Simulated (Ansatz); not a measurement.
**GeF− (triplet): wave-function methods side by side, aug-cc-pVTZ**

One table from this session's results is given with a row withheld; the runs are named, their logs left out.

Program: Ansatz 0.2.0, Gaussian basis. Level of theory: aug-cc-pVTZ, core rule «outside noble gas», up to 15 orbitals frozen. These are calculated values, not measurements.

Plan: UHF; CCSD(T) on ROHF; CCSD(T) on UHF; BCCD(T) on ROHF; CCSDT(Q) on ROHF; CCSDT(Q) on UHF; CASSCF and NEVPT2, 12 electrons in 8 orbitals.

9 further runs of the same task are left out: 3 for a known fault of the program, 6 set aside as unsound or not needed. Runs told in other sessions of the task aren't counted.

### What is computed

The geometry is a PBE0/def2-TZVPD stationary point (not a proven minimum). No spin-orbit coupling is included. The filled d shell of Ge may be among the frozen orbitals whatever the setting's name suggests.

2 atoms, charge -1, spin multiplicity 3.

Atoms are counted from 1 here; the program's logs count them from 0.

Bond lengths: Ge1–F2 1.863 Å.

As a file:

```xyz
2

Ge    0.0000    0.0000    0.0000
F     0.0000    0.0000    1.8627
```

Set-up of the first run:

in.yaml

```yaml
crystal:
  periodic: [false, false, false]
  atoms:
    - {symbol: Ge, position_ang: [0.000000, 0.000000, 0.000000]}
    - {symbol: F, position_ang: [0.000000, 0.000000, 1.862700]}
basis:
  gaussian: {orbitals: aug-cc-pVTZ}
total_charge: -1
magnetization: {spin_polarized: true, initial_magnetization: 2}
hamiltonian: {xc: hf}
output: {orbitals: {seedname: orbitals}}
```

Command:

```bash
ansatz run in.yaml --threads 1 --pin off --events-out ev --progress --plain --max-ram 4096MiB --backend cpu
```

Steps of the session up to this table: UHF; CCSD(T) on ROHF; CCSD(T) on UHF; BCCD(T) on ROHF; CCSDT(Q) on ROHF; CCSDT(Q) on UHF; CASSCF and NEVPT2, 12 electrons in 8 orbitals.

One of the session's tables, all rows but one given; the rest of the session is left out.

```
        method  from UCCSDT(Q) (kcal/mol)
          ROHF                    +235.78
           UHF                    +233.06
          RMP2                     +14.16
          UMP2                     +14.77
         RCCSD                      +9.46
         UCCSD                      +9.25
      RCCSD(T)                      +0.86
      UCCSD(T)                      +0.74
       BCCD(T)                      +0.74
        RCCSDT                      +0.48
        UCCSDT                      +0.33
     RCCSDT(Q)                      +0.27
     UCCSDT(Q)                          0
CASSCF valence                    +221.45
NEVPT2 valence                          ?
```

Estimate the missing values for NEVPT2 valence.

**Answer.** from UCCSDT(Q) (kcal/mol): +35.03. In the column «from UCCSDT(Q) (kcal/mol)» it lies between UMP2 (+14.77) and CASSCF valence (+221.45).

Caveats from the session: Restricted and unrestricted rows rest on different reference determinants; a gap between their highest levels can come from leftover correlation error, from unlike frozen cores or from another state.
